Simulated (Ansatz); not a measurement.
# ZrO4: the cost of one run

Program: Ansatz 0.2.0. Level of theory: DFT PBE, scalar-relativistic, plane waves, PAW. These are calculated values, not measurements.

## Step 1: The starting structure

The structure is tetragonal, space group I4/mmm (No. 139). Conventional cell: a = 3.646 Å, b = 3.646 Å, c = 6.946 Å, α = 90.00°, β = 90.00°, γ = 90.00°. Zr (site symmetry 4/mmm) has 6 O at 1.70 to 1.82 Å as nearest neighbours. O (site symmetry 4mm) has 1 Zr at 1.70 Å as nearest neighbours. O (site symmetry mmm) is surrounded by 2 Zr at 1.82 Å.

As a file:

```xyz
5
Lattice="-1.8230 1.8230 3.4730 1.8230 -1.8230 3.4730 1.8230 1.8230 -3.4730" Properties=species:S:1:pos:R:3 pbc="T T T"
Zr    0.0000    0.0000    0.0000
O     0.0000    0.0000    5.2484
O     0.0000    1.8230    0.0000
O     1.8230    0.0000    0.0000
O     0.0000    0.0000    1.6975
```

Recipe of the guess: species swapped into a database cell of SnF4 (I4/mmm, No. 139), with Zr on the Sn sites and O on the F sites. The dimensions are guesses.

## Step 2: Probe: one point on a coarse mesh

File input.yaml:

```yaml
crystal:
  lattice:
    - [-1.82304795, 1.82304795, 3.47295966]
    - [1.82304795, -1.82304795, 3.47295966]
    - [1.82304795, 1.82304795, -3.47295966]
  atoms:
    - { symbol: Zr, position: [0.0, 0.0, 0.0] }
    - { symbol: O, position: [0.75560892, 0.75560892, 0.0] }
    - { symbol: O, position: [0.5, 0.0, 0.5] }
    - { symbol: O, position: [0.0, 0.5, 0.5] }
    - { symbol: O, position: [0.24439108, 0.24439108, 0.0] }
basis:
  ecutwfc: 420
kpoints:
  mp_grid: { grid: [6, 6, 6] }
hamiltonian:
  xc: pbe
scf:
  occupations: { method: gaussian, width: 0.1 }
  lower_state_search: "off"
output:
  forces: true
  stress: true
  eigenvalues: true
```

Started as:

```
> ansatz run input.yaml --threads 1 --pin off --max-ram 2048MiB --backend cpu --events-out ev --progress --plain --runs-dir out
```

**Question.** How long does this run take on 1 thread of Arm Neoverse V2, shared host, and how much memory does it need?

About 1.8 s, with a peak of 0.32 GiB.
